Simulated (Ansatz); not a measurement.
# TiAgHg2: stress in a strained cell

TiAgHg2 is deformed so: equal xx and yy strain of -2 %. What stress and forces result, by LAPW, PAW and all-electron datasets made for the crystal?

Method: DFT PBEsol, scalar-relativistic, in Ansatz 0.2.0.

### Step 1. Starting point

Symmetry: P4/mmm, No. 123, tetragonal system. Conventional cell: a = 4.150 Å, b = 4.150 Å, c = 4.060 Å, α = 90.00°, β = 90.00°, γ = 90.00°. Ti (site symmetry 4/mmm) is surrounded by 8 Hg at 2.90 Å and 4 Ag at 2.93 Å. Around Ag (site symmetry 4/mmm) lie 8 Hg at 2.90 Å and 4 Ti at 2.93 Å. Around Hg (site symmetry mmm) lie 4 Ti at 2.90 Å and 4 Ag at 2.90 Å and 4 Hg at 2.93 Å.

As a file:

```xyz
4
Lattice="4.1500 0.0000 0.0000 0.0000 4.1500 0.0000 0.0000 0.0000 4.0600" Properties=species:S:1:pos:R:3 pbc="T T T"
Ti    2.0750    2.0750    0.0000
Ag    0.0000    0.0000    0.0000
Hg    0.0000    2.0750    2.0300
Hg    2.0750    0.0000    2.0300
```

Atoms are numbered in the order of the input: Ti1, Ag2, Hg3, Hg4.

### Step 2. The deformed structure

Space group P4/mmm before, P4/mmm after.

### Step 3. LAPW, all electrons

Input file input.yaml:

```yaml
crystal:
  lattice:
    - [4.067, 0.0, 0.0]
    - [0.0, 4.067, 0.0]
    - [0.0, 0.0, 4.06]
  atoms:
    - { symbol: Ti, position: [0.5, 0.5, 0.0] }
    - { symbol: Ag, position: [0.0, 0.0, 0.0] }
    - { symbol: Hg, position: [0.0, 0.5, 0.5] }
    - { symbol: Hg, position: [0.5, 0.0, 0.5] }
kpoints:
  mp_grid: { grid: [8, 8, 8] }
  band_path:
    path:
      - [0.0, 0.0, 0.0]
      - [0.0, 0.5, 0.0]
      - [0.5, 0.5, 0.0]
      - [0.0, 0.0, 0.0]
      - [0.0, 0.0, 0.5]
      - [0.0, 0.5, 0.5]
      - [0.5, 0.5, 0.5]
      - [0.0, 0.0, 0.5]
      - [0.0, 0.5, 0.0]
    npoints: 5
scf:
  occupations: { method: fermi_dirac, width: 0.03 }
hamiltonian:
  xc: pbesol
  pseudopotentials: { kind: all_electron, lapw: { basis_error: 0.001 } }
output:
  forces: true
  stress: true
  eigenvalues: true
```

Run with:

```sh
> ansatz run input.yaml --threads 1 --pin off --max-ram 4096MiB --backend cpu --events-out ev --progress --plain --runs-dir out
```

### Step 4. PAW on the default files

Input file input.yaml:

```yaml
crystal:
  lattice:
    - [4.067, 0.0, 0.0]
    - [0.0, 4.067, 0.0]
    - [0.0, 0.0, 4.06]
  atoms:
    - { symbol: Ti, position: [0.5, 0.5, 0.0] }
    - { symbol: Ag, position: [0.0, 0.0, 0.0] }
    - { symbol: Hg, position: [0.0, 0.5, 0.5] }
    - { symbol: Hg, position: [0.5, 0.0, 0.5] }
kpoints:
  mp_grid: { grid: [8, 8, 8] }
scf:
  occupations: { method: fermi_dirac, width: 0.03 }
hamiltonian:
  xc: pbesol
  pseudopotentials: { kind: paw }
output:
  forces: true
  stress: true
  eigenvalues: true
  efg: { contact_densities: true }
```

### Step 5. All-electron PAW on datasets made for the crystal

input.yaml, as its differences from that of step 4:

```diff
@@ -16,3 +16,3 @@
   xc: pbesol
-  pseudopotentials: { kind: paw }
+  pseudopotentials: { kind: all_electron, datasets: crystal }
 output:
```

(Steps that only read results are left out.)

**Question.** What will these runs give? Wanted: pressure; largest shear or deviatoric stress.

As calculated:

| quantity | value |
| --- | --- |
| pressure | LAPW 14.12, PAW 14.13, crystal datasets 14.12 GPa |
| largest shear or deviatoric stress (LAPW) | 2.05 GPa |

In words: The largest part of the stress beyond the pressure is 2.05 GPa in size, in the zz component; the atoms are carried along and not relaxed. No run of the undeformed cell stands beside it, so pressure and stress hold what the given cell had before the change, as far as its symmetry allows. PAW: stress within 0.01 GPa of LAPW. Crystal datasets: stress within 0.01 GPa of LAPW. Spin-orbit coupling is left out, though the cell holds Hg; in elements this heavy it can shift bands and gaps by tenths of an eV.
